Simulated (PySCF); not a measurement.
STiCl3H, in a box:

```xyz
6
Lattice="13.0000 0.0000 0.0000 0.0000 12.0000 0.0000 0.0000 0.0000 12.0000" Properties=species:S:1:pos:R:3 pbc="T T T"
S     5.5042    6.8859    7.4602
Ti    6.7530    5.9196    5.8683
Cl    8.3600    4.9643    7.0266
Cl    5.6138    4.4917    4.7261
Cl    7.5901    7.4819    4.5598
H     4.6879    7.3967    6.5177
```

The cell isn't the ideal one: atoms moved at random, drawn with an rms of 0.05 Å.

Base run:

- Program: PySCF 2.14.0
- Functional: HSE06
- Potentials or basis: 6-31g* (all-electron)
- k mesh: 1 × 1 × 1
- Occupations: fixed
- Spin: no spin polarisation

Its results: gap between the frontier levels 3.82 eV.

**Question.** The run is repeated on the same cell with these changes: functional from HSE06 to PBE. What comes out?

**Answer.** Gap between the frontier levels 2.57 eV.

HSE06 gives the wider gap, since exact exchange removes part of the self-interaction.

Caveats: this is a molecule in a periodic box at the Γ point, so its band gap is the HOMO-LUMO gap; the basis of atomic orbitals isn't converged, which shifts pressures, moduli and gaps; this program's HSE differs a little from the usual definition (some runs).

